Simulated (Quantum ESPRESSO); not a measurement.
Ge:

```
Ge
1.0
     0.00000    2.82900    2.82900
     2.82900    0.00000    2.82900
     2.82900    2.82900    0.00000
Ge
2
Cartesian
  0.0000 0.0000 0.0000
  1.4145 1.4145 1.4145
```

* Program: Quantum ESPRESSO 7.5
* Task: phonons
* Functional: PBE
* Potentials or basis: PseudoDojo 0.4.1 SR PBE standard
* Cutoff: 1061 eV
* Density cutoff: 4245 eV
* k mesh: 6 × 6 × 6, shifted
* Occupations: fermi-dirac, width 0.05 eV
* Spin: no spin polarisation
* Mixing beta: 0.5
* Most SCF iterations: 120
* SCF threshold: 4e-10 Ry

Question: What is the highest optical frequency at the zone centre?

Answer: 295 cm⁻¹, a mode of symmetry T2g (Raman).

Optical modes at Γ, degenerate ones joined:
| cm⁻¹ | components | symmetry | active in |
| --- | --- | --- | --- |
| 295 | 3 | T2g | Raman |

Caveat: the mesh is thin for the phonons of a metal; the cell is more than 3 GPa from zero pressure, which shifts response properties.
